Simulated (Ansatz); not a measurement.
Geometry optimisation, DFT PBE-D3(BJ), scalar-relativistic, plane waves, PAW (Ansatz).

Input file:

```yaml
crystal:
  lattice:
    - [10.86, 0.0, 0.0]
    - [0.0, 10.86, 0.0]
    - [0.0, 0.0, 10.86]
  atoms:
    - { symbol: Si, position: [0.5, 0.0, 0.0] }
    - { symbol: Si, position: [0.625, 0.125, 0.125] }
    - { symbol: Si, position: [0.75, 0.25, 0.0] }
    - { symbol: Si, position: [0.875, 0.375, 0.125] }
    - { symbol: Si, position: [0.75, 0.0, 0.25] }
    - { symbol: Si, position: [0.875, 0.125, 0.375] }
    - { symbol: Si, position: [0.0, 0.0, 0.0] }
    - { symbol: Si, position: [0.125, 0.125, 0.125] }
    - { symbol: Si, position: [0.25, 0.25, 0.0] }
    - { symbol: Si, position: [0.375, 0.375, 0.125] }
    - { symbol: Si, position: [0.5, 0.5, 0.0] }
    - { symbol: Si, position: [0.625, 0.625, 0.125] }
    - { symbol: Si, position: [0.75, 0.75, 0.0] }
    - { symbol: Si, position: [0.875, 0.875, 0.125] }
    - { symbol: Si, position: [0.25, 0.0, 0.25] }
    - { symbol: Si, position: [0.375, 0.125, 0.375] }
    - { symbol: Si, position: [0.5, 0.25, 0.25] }
    - { symbol: Si, position: [0.625, 0.375, 0.375] }
    - { symbol: Si, position: [0.75, 0.5, 0.25] }
    - { symbol: Si, position: [0.875, 0.625, 0.375] }
    - { symbol: Si, position: [0.5, 0.0, 0.5] }
    - { symbol: Si, position: [0.625, 0.125, 0.625] }
    - { symbol: Si, position: [0.75, 0.25, 0.5] }
    - { symbol: Al, position: [0.75, 0.5, 0.75] }
    - { symbol: Si, position: [0.75, 0.0, 0.75] }
    - { symbol: Si, position: [0.875, 0.125, 0.875] }
    - { symbol: Si, position: [0.0, 0.5, 0.0] }
    - { symbol: Si, position: [0.125, 0.625, 0.125] }
    - { symbol: Si, position: [0.25, 0.75, 0.0] }
    - { symbol: Si, position: [0.375, 0.875, 0.125] }
    - { symbol: Si, position: [0.0, 0.25, 0.25] }
    - { symbol: Si, position: [0.125, 0.375, 0.375] }
    - { symbol: Si, position: [0.25, 0.5, 0.25] }
    - { symbol: Si, position: [0.375, 0.625, 0.375] }
    - { symbol: Si, position: [0.5, 0.75, 0.25] }
    - { symbol: Si, position: [0.625, 0.875, 0.375] }
    - { symbol: Si, position: [0.0, 0.0, 0.5] }
    - { symbol: Si, position: [0.125, 0.125, 0.625] }
    - { symbol: Si, position: [0.25, 0.25, 0.5] }
    - { symbol: Si, position: [0.375, 0.375, 0.625] }
    - { symbol: Si, position: [0.5, 0.5, 0.5] }
    - { symbol: Si, position: [0.625, 0.625, 0.625] }
    - { symbol: Si, position: [0.75, 0.75, 0.5] }
    - { symbol: Si, position: [0.875, 0.875, 0.625] }
    - { symbol: Si, position: [0.25, 0.0, 0.75] }
    - { symbol: Si, position: [0.375, 0.125, 0.875] }
    - { symbol: Si, position: [0.5, 0.25, 0.75] }
    - { symbol: Si, position: [0.625, 0.375, 0.875] }
    - { symbol: Si, position: [0.875, 0.625, 0.875] }
    - { symbol: Si, position: [0.0, 0.75, 0.25] }
    - { symbol: Si, position: [0.125, 0.875, 0.375] }
    - { symbol: Si, position: [0.0, 0.5, 0.5] }
    - { symbol: Si, position: [0.125, 0.625, 0.625] }
    - { symbol: Si, position: [0.25, 0.75, 0.5] }
    - { symbol: Si, position: [0.375, 0.875, 0.625] }
    - { symbol: Si, position: [0.0, 0.25, 0.75] }
    - { symbol: Si, position: [0.125, 0.375, 0.875] }
    - { symbol: Si, position: [0.25, 0.5, 0.75] }
    - { symbol: Si, position: [0.375, 0.625, 0.875] }
    - { symbol: Si, position: [0.5, 0.75, 0.75] }
    - { symbol: Si, position: [0.625, 0.875, 0.875] }
    - { symbol: Si, position: [0.0, 0.75, 0.75] }
    - { symbol: Si, position: [0.125, 0.875, 0.875] }
total_charge: -1
basis:
  ecutwfc: 420.0
kpoints:
  mp_grid: { grid: [1, 1, 1] }
hamiltonian:
  xc: pbe
  dispersion: d3bj
  pseudopotentials: { kind: paw, azcp: { folder: soft_1 } }
scf:
  occupations: { method: gaussian, width: 0.05 }
  lower_state_search: "off"
relax:
  f_tol: 0.03
  max_steps: 60
  adjacent_minimum: "off"
```

Run as:

```bash
$ ansatz run input.yaml --threads 4 --pin off --max-ram 10240MiB --backend cpu --events-out ev --progress --plain --runs-dir out
```

Q: Where does it end, and by what steps?

A: The forces met the threshold. The force dipped under the threshold on the way, but the program's further checks kept it going. Limits of this set-up: coarse k mesh, charged cell in a uniform background, uncorrected. After 6 steps the energy has fallen by 0.444 eV; Al24 moved furthest, 0.72 Å.

```json
{"step": "0", "energy less start (eV)": "0.0000", "largest force component (eV/Å)": "0.785", "accepted": "yes"}
{"step": "1", "energy less start (eV)": "-0.2370", "largest force component (eV/Å)": "0.277", "accepted": "yes"}
{"step": "2", "energy less start (eV)": "-0.3371", "largest force component (eV/Å)": "0.175", "accepted": "yes"}
{"step": "3", "energy less start (eV)": "-0.4060", "largest force component (eV/Å)": "0.111", "accepted": "yes"}
{"step": "4", "energy less start (eV)": "-0.4393", "largest force component (eV/Å)": "0.088", "accepted": "yes"}
{"step": "5", "energy less start (eV)": "-0.4443", "largest force component (eV/Å)": "0.024", "accepted": "yes"}
{"step": "6", "energy less start (eV)": "-0.4443", "largest force component (eV/Å)": "0.024", "accepted": "yes"}
```

```xyz
63
Lattice="10.8600 0.0000 0.0000 0.0000 10.8600 0.0000 0.0000 0.0000 10.8600" Properties=species:S:1:pos:R:3
Si 5.437 -0.023 -0.007
Si 6.771 1.344 1.377
Si 8.130 2.697 0.022
Si 9.497 4.078 1.360
Si 8.148 0.018 2.733
Si 9.455 1.435 4.150
Si 0.006 0.006 0.019
Si 1.337 1.378 1.395
Si 2.709 2.709 0.019
Si 4.079 4.080 1.351
Si 5.493 5.394 -0.063
Si 6.801 6.774 1.328
Si 8.181 8.082 -0.063
Si 9.495 9.496 1.351
Si 2.709 0.006 2.721
Si 4.035 1.378 4.093
Si 5.411 2.709 2.721
Si 6.768 4.087 4.071
Si 8.141 5.434 2.715
Si 9.488 6.807 4.071
Si 5.411 0.006 5.424
Si 6.768 1.356 6.802
Si 8.124 2.849 5.564
Al 8.562 5.013 7.728
Si 8.141 0.000 8.149
Si 9.488 1.356 9.522
Si 0.018 5.445 0.022
Si 1.371 6.804 1.377
Si 2.738 8.138 -0.007
Si 4.070 9.505 1.360
Si -0.028 2.743 2.757
Si 1.280 4.120 4.150
Si 2.697 5.427 2.733
Si 4.053 6.804 4.059
Si 5.437 8.138 2.692
Si 6.771 9.522 4.059
Si -0.028 0.042 5.458
Si 1.280 1.435 6.835
Si 2.673 2.743 5.458
Si 4.070 4.078 6.793
Si 5.408 5.445 5.412
Si 6.885 6.690 6.739
Si 8.130 8.167 5.412
Si 9.497 9.505 6.793
Si 2.697 0.018 8.142
Si 4.053 1.344 9.519
Si 5.408 2.697 8.160
Si 6.885 4.024 9.405
Si 9.551 6.690 9.405
Si 0.006 8.164 2.721
Si 1.337 9.540 4.093
Si -0.134 5.451 5.564
Si 1.359 6.807 6.802
Si 2.709 8.164 5.424
Si 4.079 9.496 6.795
Si -0.134 2.849 8.166
Si 1.359 4.087 9.522
Si 2.715 5.434 8.149
Si 4.102 6.774 9.489
Si 5.493 8.082 8.109
Si 6.801 9.473 9.489
Si 0.018 8.167 8.160
Si 1.371 9.522 9.519
```

Whether the end is a true minimum wasn't checked by a vibrational analysis.

The run took 25 s on 4 threads of Arm Neoverse V2, with other jobs on the host, peak memory 1.1 GiB.
